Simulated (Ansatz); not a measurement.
**C3H9BSi: one species, many methods**

Aim: compute C3H9BSi with functionals from several rungs and with coupled cluster. The yardstick is the atomisation energy at the CCSD(T) limit.

The runs use Ansatz 0.2.0, Gaussian basis; functionals in def2-TZVPP, the program's frozen cores in correlated methods.

Levels to be run: PBE-D4, r2SCAN-D4, PBE0-D4, B3LYP-D4, ωB97X-V, ωB97M-V, B2PLYP; CCSD(T)/def2-TZVPP; MP2/def2-QZVPP; extrapolation to the limit.

### 1 The geometry

All runs share one geometry, relaxed beforehand with PBE0-D4 in a triple-zeta def2 set.

SMILES `CC1([SiH3])BC1`, 14 atoms, charge 0, spin multiplicity 1.

Atoms are counted from 1 here; the program's logs count them from 0.

Bond lengths: C1–C2 1.519 Å, C1–H6 1.093 Å, C1–H7 1.095 Å, C1–H8 1.094 Å, C2–Si3 1.858 Å, C2–B4 1.518 Å, C2–C5 1.553 Å, Si3–H9 1.490 Å, Si3–H10 1.488 Å, Si3–H11 1.491 Å, B4–C5 1.522 Å, B4–H12 1.185 Å, C5–H13 1.090 Å, C5–H14 1.087 Å. Angles: C2–C1–H6 111.4°, C2–C1–H7 111.3°, C2–C1–H8 111.3°, H6–C1–H7 108.0°, H6–C1–H8 107.4°, H7–C1–H8 107.2°, C1–C2–Si3 115.3°, C1–C2–B4 121.8°, C1–C2–C5 119.6°, Si3–C2–B4 115.0°, Si3–C2–C5 114.2°, B4–C2–C5 59.4°, C2–Si3–H9 109.9°, C2–Si3–H10 110.6°, C2–Si3–H11 110.7°, H9–Si3–H10 108.8°, H9–Si3–H11 108.2°, H10–Si3–H11 108.6° and more.

### 2 PBE-D4 (GGA)

The input, in.yaml:

```yaml
crystal:
  periodic: [false, false, false]
  atoms:
    - {symbol: C, position_ang: [-1.249072, 0.960815, 0.278546]}
    - {symbol: C, position_ang: [-0.160395, -0.057485, -0.012230]}
    - {symbol: Si, position_ang: [1.380419, 0.110916, 1.012762]}
    - {symbol: B, position_ang: [-0.486790, -1.473510, -0.452192]}
    - {symbol: C, position_ang: [0.095001, -0.508652, -1.475704]}
    - {symbol: H, position_ang: [-1.578804, 0.906667, 1.319178]}
    - {symbol: H, position_ang: [-0.900533, 1.980713, 0.086915]}
    - {symbol: H, position_ang: [-2.127915, 0.795034, -0.351594]}
    - {symbol: H, position_ang: [2.312738, -1.012362, 0.715603]}
    - {symbol: H, position_ang: [1.050450, 0.089757, 2.463542]}
    - {symbol: H, position_ang: [2.080417, 1.390227, 0.703430]}
    - {symbol: H, position_ang: [-0.968591, -2.524446, -0.193764]}
    - {symbol: H, position_ang: [-0.579838, -0.114408, -2.234934]}
    - {symbol: H, position_ang: [1.120010, -0.572463, -1.830856]}
basis:
  gaussian: {orbitals: def2-TZVPP}
hamiltonian: {xc: pbe, dispersion: d4}
output: {forces: true, orbitals: {seedname: orbitals}}
```

The run is started by

```console
$ ansatz run in.yaml --threads 4 --pin off --events-out ev --progress --plain --max-ram 10444MiB
```

The runs that follow: r2SCAN-D4 (meta-GGA); PBE0-D4 (hybrid); B3LYP-D4 (hybrid); ωB97X-V (range-separated); ωB97M-V (range-separated); B2PLYP (double hybrid); CCSD(T) in def2-TZVPP; MP2 in def2-QZVPP.

Before running them: what should the planned runs give, taken together? Wanted: atomisation energy, CCSD(T)/CBS; farthest; mean size of error, hybrid; mean size of error, range-separated; gap, smallest and largest; T1 diagnostic; triples share of the correlation energy.

The runs gave:

| quantity | value |
| --- | --- |
| atomisation energy, CCSD(T)/CBS | 1232.4 kcal/mol |
| functionals within 6.2 kcal/mol (0.5 %) | B3LYP-D4 |
| farthest | PBE-D4 (+21.2 kcal/mol) |
| mean size of error, hybrid | 8.3 kcal/mol |
| mean size of error, range-separated | 8.7 kcal/mol |
| gap, smallest and largest | 3.57 eV (PBE-D4), 10.33 eV (ωB97X-V) |
| T1 diagnostic | 0.0110 |
| triples share of the correlation energy | 3.9 % |

PBE-D4 misses by +21.2 kcal/mol. Double hybrids carry the basis error of their MP2 part in triple zeta, and no dispersion term here, so their miss is partly the set-up's. The reference freezes the cores and leaves out relativity and excitations past (T), so misses under about 6.2 kcal/mol can't be ranked. Hartree-Fock recovers 76 % of the binding; the rest is correlation. Orbital gaps span 3.6 to 10.3 eV; exact exchange widens them.
